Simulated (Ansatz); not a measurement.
Runs of Ansatz 0.2.0 on HPbNO4. It takes space group Pmmn (No. 59, orthorhombic). Conventional cell: a = 4.925 Å, b = 5.597 Å, c = 7.243 Å, α = 90.00°, β = 90.00°, γ = 90.00°. H (site symmetry mm2) is surrounded by 1 O at 0.97 Å. Pb (site symmetry mm2) has 6 O at 2.55 to 2.80 Å as nearest neighbours. N (site symmetry mm2) is surrounded by 3 O at 1.22 to 1.29 Å. O (site symmetry mm2) has 1 H at 0.97 Å as nearest neighbours. Around O (site symmetry m) lie 1 N at 1.29 Å. O (site symmetry mm2) is surrounded by 1 N at 1.22 Å. The cell was built by a generator and needn't be a form met in nature.

```csv
task,level,potentials or basis,cell,k mesh,cutoff (eV),smearing,points for each segment of the path,gap on the mesh (eV),pressure (GPa),relaxed volume (Å³/atom),largest force (eV/Å)
phonons,PBE,Ansatz PAW,as given,4 × 3 × 3,420,fixed,-,3.02,-,-,-
relaxation of cell and atoms,PBE+D4,Ansatz PAW,relaxed,4 × 4 × 3,420,fermi-dirac 0.05 eV,-,2.76,0.0,13.40,-
band structure,revPBE,Ansatz PAW,as given,6 × 5 × 4,420,fermi-dirac 0.05 eV,10,2.93,2.1,-,0.22
relaxation of cell and atoms,revPBE,Ansatz PAW,relaxed,4 × 4 × 3,420,fermi-dirac 0.05 eV,-,(c),0.0,15.86,-
single point,PBE,Ansatz NC,as given,6 × 5 × 4,1240,fermi-dirac 0.05 eV,-,(a),0.0,-,(b)
```

Alike in all rows: no spin polarisation.

Estimate the missing entries.

(a) 2.85; (b) 0.05; (c) 2.78.

Caveats: spin-orbit coupling is left out, which as a rule narrows the gap of such compounds by several tenths of an eV; odd divisions of the mesh miss points on the zone boundary, where band edges often lie, so the gap on the mesh can be too wide (some runs); the plane-wave basis is chosen anew once the cell has moved, so the energies of steps on either side of that aren't comparable (some runs); the potentials were made for another functional, which shifts forces and pressure (some runs); the PAW data sets come from PBE, with cores solved anew for the run's functional, which leaves a small shift of forces and pressure (some runs); some modes are imaginary (some runs); the k mesh misses the band edges, so the gap on the mesh is wider than the one along the path (some runs).

A k mesh can miss the band edges, and the runs leave out spin-orbit coupling on Pb.

Not every run made on this cell is shown here.
